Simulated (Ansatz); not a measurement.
## BrH2NSn, SMILES [NH2][Sn][Br]: a short molecular-dynamics run

Computed with the Python package of Ansatz (0.2.0).

Script `md_brh2nsn.py`:
```python
'''Molecular dynamics of one BrH2NSn molecule.'''

import ansatz as az
import numpy as np


def main() -> None:
    geometry_ang = [
        ('N', (-0.9084, 0.4192, -0.336)),
        ('Sn', (-0.1305, -0.4861, 1.2819)),
        ('Br', (2.2249, -1.104, 0.7473)),
        ('H', (-0.2739, 1.2969, -0.5621)),
        ('H', (-0.8622, -0.1996, -1.1724)),
    ]
    brh2nsn = az.Crystal.molecule()
    for symbol, xyz in geometry_ang:
        brh2nsn = brh2nsn.atom(symbol, xyz)

    calculation = (
        brh2nsn.calculation()
        .basis(gaussian='def2-SVP')  # the orbital basis, by name
        .functional('hf')
    )
    symbols = [site.symbol for site in brh2nsn.cartesian_sites]
    start = np.array([site.position_ang for site in brh2nsn.cartesian_sites], dtype=float)
    summary = calculation.relax(force_tolerance=0.02, max_steps=100).run().report
    end = np.array(summary['positions_ang'])
    minimum = az.Crystal.molecule()
    for symbol, place in zip(symbols, end):
        minimum = minimum.atom(symbol, place.tolist())

    # dynamics from the relaxed geometry
    calculation = (
        minimum.calculation()
        .basis(gaussian='def2-SVP')  # the orbital basis, by name
        .functional('hf')
        .md('nvt_nose_hoover', timestep=0.25, steps=20, temperature=300, initial_velocities='maxwell_boltzmann', seed=58, thermostat_time=20)
    )
    frames = []
    out = calculation.session().plan().execute(on_event=lambda e: frames.append(e['data']) if e['event'] == 'md_step' else None)
    print('t (fs)   E_pot (eV)      E_kin (eV)   T (K)   d(0-1) (A)')
    for f in frames[::3]:
        xyz = np.array(f['positions_ang'])
        print(f'{f["time_fs"]:6.2f} {f["lagrangian_ev"]:14.5f} {f["e_kin_ev"]:10.5f} {f["temperature_k"]:8.1f} {np.linalg.norm(xyz[0] - xyz[1]):9.4f}')
    kept = np.array([f['conserved_ev'] for f in frames])
    print(f'conserved energy moves by at most {1000 * np.ptp(kept):.3f} meV')


if __name__ == '__main__':
    main()
```

Running `python md_brh2nsn.py` prints:
```text
t (fs)   E_pot (eV)      E_kin (eV)   T (K)   d(0-1) (A)
  0.00   -77310.05307    0.11633    300.0    2.0072
  0.75   -77310.03888    0.10224    263.6    2.0073
  1.50   -77310.01076    0.07439    191.8    2.0072
  2.25   -77309.99840    0.06219    160.4    2.0065
  3.00   -77310.01113    0.07491    193.2    2.0051
  3.75   -77310.02618    0.09010    232.4    2.0032
  4.50   -77310.02131    0.08567    220.9    2.0010
conserved energy moves by at most 0.402 meV
```

Notes:
- The settings weren't tested for convergence.
- The trajectory is only some femtoseconds long, so its temperature is not equilibrated; where the script doesn't relax first, it starts from a rough generated geometry.
- def2 sets replace the cores of elements past krypton by effective core potentials.
- The temperature counts the internal degrees of freedom alone.
- The whole script took 99 s on 1 thread of Intel(R) Xeon(R) Platinum 8488C (Sapphire Rapids), on a shared host, peak memory 0.26 GiB.

(Lines on the test bed's own set-up are left out of the output.)
